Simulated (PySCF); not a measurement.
# C4H12OV (V(OMe)Me3): the cost of one run

Programs: PySCF 2.14.0, with routines of our own; each step states its level. All values are computed. Atoms count from 0.

## (1) The starting structure

18 atoms, charge 0, states of the metal's open shell are computed; geometry from: GFN2-xTB, shaken.

## (2) Relaxing the molecule at B3LYP-D3(BJ)/def2-SVP

Job settings and geometry (Å):

```
{"job": {"xc": "B3LYP", "basis": "def2-SVP", "d3": "d3bj", "grid": 1, "maxiter": 40, "kind": "geom"}, "charge": 0, "metal": "V", "open_shell": "d1"}
V     -0.333410    -0.017370    -0.123870
O      0.098140     0.224130     1.373110
C      0.565440     0.552070     2.625890
H      1.649210     0.659680     2.610690
H      0.322120    -0.286170     3.343190
H      0.130540     1.451940     2.987570
C      1.513930    -0.192500    -0.955440
H      2.085730     0.751400    -0.843420
H      1.431500    -0.423210    -2.025960
H      2.122370    -0.961440    -0.447590
C     -1.113040     1.436530    -1.294820
H     -0.966730     1.183070    -2.346450
H     -0.669600     2.457570    -1.153590
H     -2.173600     1.513890    -1.086750
C     -1.081060    -1.841200    -0.582260
H     -2.112490    -1.933290    -0.220570
H     -0.502020    -2.679420    -0.248050
H     -1.120990    -1.877720    -1.691910
```

Launch:

```bash
$ OMP_NUM_THREADS=1 python lf_run.py task.json out
```

The driver reads the jobs from task.json and runs them one after another.

**Question.** How long does this first job take on 1 thread of Arm Neoverse V1, shared host, and how much memory does it need?

About 15 min, with a peak of 0.68 GiB.
